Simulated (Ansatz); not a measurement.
NbTe in Ansatz: the effect of target pressure

Crystal: NbTe.

```
CELL_PARAMETERS angstrom
3.70297 0.00000 0.00000
-1.85149 3.20687 0.00000
0.00000 0.00000 3.69421
ATOMIC_POSITIONS crystal
Te 0.66667 0.33333 0.00000
Nb 0.00000 0.00000 0.50000
```

The cell comes from a database or a generator and needn't be the stable form of this composition.

Alike in all runs:

| Quantity | Value |
| --- | --- |
| Program | Ansatz 0.2.0 |
| Task | relaxation of cell and atoms |
| Functional | PBEsol |
| Potentials or basis | Ansatz PAW |
| Cutoff | 420 eV (not typed: the program's choice for these potentials) |
| k mesh | 8 × 8 × 7 |
| Occupations | fermi-dirac, width 0.05 eV |
| Spin | no spin polarisation |

Each run relaxes the cell or the atoms first.

```tsv
target pressure	relaxed volume (Å³/atom)
0 GPa	?
2 GPa	20.65
5 GPa	20.22
10 GPa	19.60
20 GPa	18.59
30 GPa	17.71
```

Q: What does the run with target pressure 0 GPa give?

A: Relaxed volume 20.96 Å³/atom.

Worked out: In Murnaghan's law V^(-B') rises as a straight line in P. The other rows fit best with B' = 2.8, V0 = 20.92 Å³/atom and B0 = 141 GPa, which gives 20.92 Å³/atom at 0 GPa, against the run's 20.96.

Caveats: the plane-wave basis is chosen anew once the cell has moved, so the energies of steps on either side of that aren't comparable; the PAW data sets come from PBE, with cores solved anew for the run's functional, which leaves a small shift of forces and pressure; the volume moved by over 15 % at a fixed basis, so the end points are rough (some runs).
